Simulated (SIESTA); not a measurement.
Wanted: the native input for a SIESTA 5.4.2 run.

* Task: single point
* Functional: PBEsol
* Potentials or basis: PseudoDojo 0.4 standard (PBEsol files)
* Basis: DZP (energy shift 0.003 Ry; two zetas on semicore shells)
* Grid cutoff: 800 Ry
* Energy shift: 0.003 Ry
* k mesh: 10 × 10 × 3
* Occupations: fermi-dirac, width 0.05 eV
* Spin: collinear spin, ferromagnetic start
* Starting moments: [2.0, 2.0, 0.0, 0.0, 0.0, 0.0, 0.0] μB

The system is MgCo2O4.

```
Co Mg O
1.0
     3.14772    0.00000    0.00000
     1.56917    2.73029    0.00000
     0.04396    1.71337   10.20081
Co Mg O
2 1 4
Cartesian
  3.1710 2.9633 5.4219
  1.6625 3.7519 9.9044
  3.1456 0.8792 2.5602
  1.5719 1.7856 1.4817
  3.1425 2.6930 3.6452
  1.5948 2.0129 6.0447
  3.2313 2.8031 9.2831
```

The cell comes from a database or a generator and needn't be the stable form of this composition.

These files were run (other wordings do the same):

MgCo2O4.fdf

```
SystemName                      MgCo2O4
SystemLabel                     MgCo2O4
NumberOfSpecies                 3
NumberOfAtoms                   7
%block ChemicalSpeciesLabel
  1  27 Co
  2  12 Mg
  3   8 O
%endblock ChemicalSpeciesLabel

LatticeConstant                 1.0 Ang
%block LatticeVectors
     3.1477249780     0.0000000000     0.0000000000
     1.5691657662     2.7302887622     0.0000000000
     0.0439623626     1.7133720753    10.2008060131
%endblock LatticeVectors
AtomicCoordinatesFormat         Fractional
%block AtomicCoordinatesAndAtomicSpecies
     0.6251881300     0.7518064900     0.5315173000  1  Co
     0.1332933700     0.7648712900     0.9709445700  1  Co
     0.9138212800     0.1645041900     0.2509820600  2  Mg
     0.2167442500     0.5628596100     0.1452495500  3  O
     0.6134248400     0.7620959200     0.3573403000  3  O
     0.3162466000     0.3653697700     0.5925704300  3  O
     0.7867305000     0.4555777400     0.9100407700  3  O
%endblock AtomicCoordinatesAndAtomicSpecies

%block kgrid.MonkhorstPack
   10   0   0  0.0
    0  10   0  0.0
    0   0   3  0.0
%endblock kgrid.MonkhorstPack
XC.Functional                   GGA
XC.Authors                      PBEsol
PAO.BasisSize                   DZP
PAO.EnergyShift                 0.003 Ry
Mesh.Cutoff                     800 Ry
Spin                            polarized
%block DM.InitSpin
    1   2.000
    2   2.000
    3   0.000
    4   0.000
    5   0.000
    6   0.000
    7   0.000
%endblock DM.InitSpin
OccupationFunction              FD
ElectronicTemperature           0.05 eV
MaxSCFIterations                200
SCF.MustConverge                false
SCF.Mixer.Method                Pulay
SCF.Mixer.Weight                0.1
SCF.Mixer.History               10
SCF.DM.Tolerance                5.0e-05
SCF.H.Tolerance                 1.0e-03 eV
WriteForces                     true
Charge.Mulliken                 end
Charge.Hirshfeld                end
Charge.Voronoi                  end
SaveRho                         true
SaveElectrostaticPotential      true
%block PAO.Basis
  Co 5
  n=3 0 2
    2.527 0.000
  n=4 0 2
    7.312 0.000
  n=3 1 2
    2.827 0.000
  n=4 1 1
    7.312
  n=3 2 2
    4.649 0.000
  Mg 4
  n=2 0 2
    2.604 0.000
  n=3 0 2
    8.229 0.000
  n=2 1 2
    2.943 0.000
  n=3 1 1
    8.229
%endblock PAO.Basis
```

Potentials or basis: PseudoDojo 0.4 standard (PBEsol files), DZP (energy shift 0.003 Ry; two zetas on semicore shells).

Run with:

```bash
$ siesta MgCo2O4.fdf > MgCo2O4.out 2>&1
```

Results of the run:

```json
{"Pressure": "-6.3 GPa", "Largest force": "0.645 eV/Å", "Band gap on the k mesh": "none (metal or under the smearing width)", "Net moment": "6.64 μB per cell", "Site moments": "Co +2.51; Mg -0.01; O +0.37, +0.45, +0.44 μB", "Hirshfeld charges": "Co +0.38, +0.39; Mg +0.30; O -0.29, -0.25 e", "Voronoi charges": "Co +0.46; Mg +0.37; O -0.35, -0.34, -0.31, -0.30 e"}
```

Caveat: Mulliken charges of long-ranged orbitals can have an unphysical sign; short orbitals over semicore shells can move pressures by several GPa; the basis of atomic orbitals isn't converged, which shifts pressures, moduli and gaps; semilocal functionals often make such compounds metallic where correlation or magnetic order opens a gap, which also shifts bond lengths.

It took 4.1 min on 1 thread of Arm Neoverse V2, with other jobs on the host, peak memory 0.42 GiB.
